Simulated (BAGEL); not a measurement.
# CH4S2Si (SMILES CS[Si]S): HF/STO-3G (density fitting with qzvpp-jkfit)

Aim: the electronic atomisation energy of CH4S2Si at HF/STO-3G (density fitting with qzvpp-jkfit), from 5 runs. 

The calculation is run with BAGEL 1.2.2.

18 further runs of the same task are left out: 18 set aside as unsound or not needed.

## Step 1: Starting point

The species is CH4S2Si (8 atoms), meant as a singlet with charge 0. As SMILES, `CS[Si]S`. Geometry: relaxed at PBE0-D4/def2-TZVP. This is a higher conformer, about 8 kJ/mol above the lowest found by a separate search.

Bond lengths: C1–S2 1.808 Å, S2–Si3 2.128 Å, Si3–S4 2.147 Å, C1–H5 1.090 Å, C1–H6 1.090 Å, C1–H7 1.090 Å, S4–H8 1.344 Å. Angles: C1–S2–Si3 113.2°, S2–Si3–S4 106.0°, S2–C1–H5 106.8°, S2–C1–H6 110.9°, S2–C1–H7 110.9°, Si3–S4–H8 102.9°, H5–C1–H6 108.8°, H5–C1–H7 108.8°, H6–C1–H7 110.5°.

## Step 2: A single-point energy at HF/STO-3G (density fitting with qzvpp-jkfit)

The input, hf.json:

```json
{ "bagel": [

{
  "title": "molecule",
  "basis": "sto-3g",
  "df_basis": "qzvpp-jkfit",
  "angstrom": "true",
  "geometry": [
    { "atom": "C", "xyz": [      -0.071800,       1.051200,      -0.291200 ] },
    { "atom": "S", "xyz": [       0.162900,       0.625600,       1.450300 ] },
    { "atom": "Si", "xyz": [       0.299000,      -1.470800,       1.791100 ] },
    { "atom": "S", "xyz": [       0.104000,      -2.397700,      -0.136100 ] },
    { "atom": "H", "xyz": [      -0.129800,       2.138200,      -0.344500 ] },
    { "atom": "H", "xyz": [      -1.002100,       0.630000,      -0.672400 ] },
    { "atom": "H", "xyz": [       0.773400,       0.714000,      -0.891300 ] },
    { "atom": "H", "xyz": [      -0.043300,      -1.347400,      -0.961600 ] }
  ]
},

{
  "title": "hf"
},

{
  "title": "print",
  "file": "orbitals.molden",
  "orbitals": "true"
}

]}
```

On the command line:

```bash
$ BAGEL_NUM_THREADS=1 BAGEL hf.json > hf.out
```

What it wrote:

```text
* using 1 threads per process

  ===============================================================
  ===============================================================

  *** Geometry ***

  { "atom" : "C", "xyz" : [     -0.135682,      1.986480,     -0.550288 ] },
  { "atom" : "S", "xyz" : [      0.307836,      1.182213,      2.740670 ] },
  { "atom" : "Si", "xyz" : [      0.565028,     -2.779409,      3.384688 ] },
[... 4 lines of this table left out ...]
  { "atom" : "H", "xyz" : [     -0.081825,     -2.546217,     -1.817161 ] },

  Number of auxiliary basis functions:      531

  Since a DF basis is specified, we compute 2- and 3-index integrals:
    o Being stored without compression. Storage requirement is 0.006 GB

  Number of basis functions:       36
  Number of electrons      :       56

    * METHOD: MOLECULE                             0.23

  *** RHF ***

  === Nuclear Repulsion ===
   253.6936813559

      * DIIS with orbital gradients will be used.

  === RHF iteration (sto-3g) ===
      0      -1111.62526750          0.01018107           0.04
      1      -1111.68291626          0.00294074           0.04
      2      -1111.68751125          0.00057805           0.04
[... 8 lines of this table left out ...]
     11      -1111.68794314          0.00000001           0.04
    * SCF iteration converged.

    * Permanent dipole moment:
           (    0.031029,    -0.178645,     0.186436) a.u.

    * METHOD: HF                                   0.55

    * METHOD: PRINT                                0.00

  ===============================================================
```

Wall time 0.93 s (1 thread of Arm Neoverse V1, shared host).

## Step 3: The C atom

The input, input.json:

```json
{ "bagel" : [

{
  "title" : "molecule",
  "basis" : "sto-3g",
  "df_basis" : "qzvpp-jkfit",
  "angstrom" : true,
  "geometry" : [
    { "atom" : "C", "xyz" : [    0.000000,    0.000000,    0.000000 ] }
  ]
},
{
  "title" : "uhf",
  "nopen" : 2
},
{
  "title" : "print",
  "file" : "orbitals.molden",
  "orbitals" : true
}

]}
```

On the command line:

```bash
$ BAGEL_NUM_THREADS=1 BAGEL input.json > input.out
```

What it wrote:

```text
* using 1 threads per process

  ===============================================================
  ===============================================================

  *** Geometry ***

  { "atom" : "C", "xyz" : [      0.000000,      0.000000,      0.000000 ] },

  Number of auxiliary basis functions:       75

  Since a DF basis is specified, we compute 2- and 3-index integrals:
    o Being stored without compression. Storage requirement is 0.000 GB

  Number of basis functions:        5
  Number of electrons      :        6

    * METHOD: MOLECULE                             0.01

  *** Open-shell HF ***

  === Nuclear Repulsion ===
     0.0000000000

      * DIIS with orbital gradients will be used.

  === UHF iteration (sto-3g) ===
      0        -37.19852448          0.00000000           0.00
    * SCF iteration converged.

    * S^2 (UHF) is 2.0000

    * Permanent dipole moment:
           (   -0.000000,    -0.000000,    -0.000000) a.u.

    * METHOD: UHF                                  0.01

    * METHOD: PRINT                                0.00

  ===============================================================
```

Wall time 0.14 s (1 thread of Arm Neoverse V1, shared host).

## Step 4: The H atom

The input, hf.json:

```json
{ "bagel": [

{
  "title": "molecule",
  "basis": "sto-3g",
  "df_basis": "qzvpp-jkfit",
  "angstrom": "true",
  "geometry": [
    { "atom": "H", "xyz": [       0.000000,       0.000000,       0.000000 ] }
  ]
},

{
  "title": "uhf",
  "nopen": 1
},

{
  "title": "print",
  "file": "orbitals.molden",
  "orbitals": "true"
}

]}
```

On the command line:

```bash
$ BAGEL_NUM_THREADS=1 BAGEL hf.json > hf.out
```

What it wrote:

```text
* using 1 threads per process

  ===============================================================
  ===============================================================

  *** Geometry ***

  { "atom" : "H", "xyz" : [      0.000000,      0.000000,      0.000000 ] },

  Number of auxiliary basis functions:       18

  Since a DF basis is specified, we compute 2- and 3-index integrals:
    o Being stored without compression. Storage requirement is 0.000 GB

  Number of basis functions:        1
  Number of electrons      :        1

    * METHOD: MOLECULE                             0.01

  *** Open-shell HF ***

  === Nuclear Repulsion ===
     0.0000000000

      * DIIS with orbital gradients will be used.

  === UHF iteration (sto-3g) ===
      0         -0.46658185          0.00000000           0.00
    * SCF iteration converged.

    * S^2 (UHF) is 0.7500

    * Permanent dipole moment:
           (    0.000000,     0.000000,     0.000000) a.u.

    * METHOD: UHF                                  0.01

    * METHOD: PRINT                                0.00

  ===============================================================
```

Wall time 0.14 s (1 thread of Arm Neoverse V1, shared host).

## Step 5: The S atom

The input, input.json:

```json
{ "bagel" : [

{
  "title" : "molecule",
  "basis" : "sto-3g",
  "df_basis" : "qzvpp-jkfit",
  "angstrom" : "true",
  "geometry" : [
    { "atom" : "S", "xyz" : [       0.000000,       0.000000,       0.000000 ] }
  ]
},

{
  "title" : "uhf",
  "nopen" : 2
},

{
  "title" : "print",
  "file" : "orbitals.molden",
  "orbitals" : "true"
}

]}
```

On the command line:

```bash
$ BAGEL_NUM_THREADS=1 BAGEL input.json > input.out
```

What it wrote:

```text
* using 1 threads per process

  ===============================================================
  ===============================================================

  *** Geometry ***

  { "atom" : "S", "xyz" : [      0.000000,      0.000000,      0.000000 ] },

  Number of auxiliary basis functions:      128

  Since a DF basis is specified, we compute 2- and 3-index integrals:
    o Being stored without compression. Storage requirement is 0.000 GB

  Number of basis functions:        9
  Number of electrons      :       16

    * METHOD: MOLECULE                             0.02

  *** Open-shell HF ***

  === Nuclear Repulsion ===
     0.0000000000

      * DIIS with orbital gradients will be used.

  === UHF iteration (sto-3g) ===
      0       -393.13037362          0.00455254           0.00
      1       -393.13041183          0.00041789           0.00
      2       -393.13041215          0.00003833           0.00
      3       -393.13041215          0.00000000           0.00
    * SCF iteration converged.

    * S^2 (UHF) is 2.0000

    * Permanent dipole moment:
           (    0.000000,    -0.000000,     0.000000) a.u.

    * METHOD: UHF                                  0.02

    * METHOD: PRINT                                0.00

  ===============================================================
```

Run time: 0.16 s. Hardware: 1 thread of Arm Neoverse V1, shared host.

## Step 6: The Si atom, same level

The input, input.json:

```json
{ "bagel" : [

{
  "title" : "molecule",
  "basis" : "sto-3g",
  "df_basis" : "qzvpp-jkfit",
  "angstrom" : true,
  "geometry" : [
    { "atom" : "Si", "xyz" : [       0.000000,       0.000000,       0.000000 ] }
  ]
},

{
  "title" : "uhf",
  "nopen" : 2
},

{
  "title" : "print",
  "file" : "orbitals.molden",
  "orbitals" : true
}

]}
```

On the command line:

```bash
$ BAGEL_NUM_THREADS=1 BAGEL input.json > input.out
```

What it wrote:

```text
* using 1 threads per process

  ===============================================================
  ===============================================================

  *** Geometry ***

  { "atom" : "Si", "xyz" : [      0.000000,      0.000000,      0.000000 ] },

  Number of auxiliary basis functions:      128

  Since a DF basis is specified, we compute 2- and 3-index integrals:
    o Being stored without compression. Storage requirement is 0.000 GB

  Number of basis functions:        9
  Number of electrons      :       14

    * METHOD: MOLECULE                             0.02

  *** Open-shell HF ***

  === Nuclear Repulsion ===
     0.0000000000

      * DIIS with orbital gradients will be used.

  === UHF iteration (sto-3g) ===
      0       -285.46639827          0.00666438           0.00
      1       -285.46647031          0.00069007           0.00
      2       -285.46647119          0.00008640           0.00
      3       -285.46647121          0.00000286           0.00
      4       -285.46647121          0.00000000           0.00
    * SCF iteration converged.

    * S^2 (UHF) is 2.0000

    * Permanent dipole moment:
           (   -0.000000,     0.000000,     0.000000) a.u.

    * METHOD: UHF                                  0.02

    * METHOD: PRINT                                0.00

  ===============================================================
```

Run time: 0.16 s. Hardware: 1 thread of Arm Neoverse V1, shared host.

## Step 7: What came out

At HF/STO-3G (density fitting with qzvpp-jkfit):

| quantity | value |
| --- | --- |
| molecule: total energy | -1111.68794 Eh |
| molecule: dipole moment | 0.66 D |
| molecule: HOMO energy | -6.25 eV |
| molecule: LUMO energy | 5.91 eV |
| molecule: HOMO–LUMO gap | 12.16 eV |
| C atom: total energy | -37.19852 Eh |
| C atom: dipole moment | 0.00 D |
| C atom: ⟨S²⟩ | 2.000 |
| H atom: total energy | -0.46658 Eh |
| H atom: dipole moment | 0.00 D |
| H atom: ⟨S²⟩ | 0.750 |
| S atom: total energy | -393.13041 Eh |
| S atom: dipole moment | 0.00 D |
| S atom: ⟨S²⟩ | 2.000 |
| Si atom: total energy | -285.46647 Eh |
| Si atom: dipole moment | 0.00 D |
| Si atom: ⟨S²⟩ | 2.000 |
| electronic atomisation energy | 24.376 eV |

In words: Taking the molecule apart into free atoms costs 24.38 eV (2352 kJ/mol), before zero-point energy and without spin-orbit coupling. Hartree–Fock lacks the correlation of the bonding pairs, which as a rule makes this value much too low; in minimal bases other errors can mask that. In a minimal basis such a difference can be off by several eV, whatever the method.
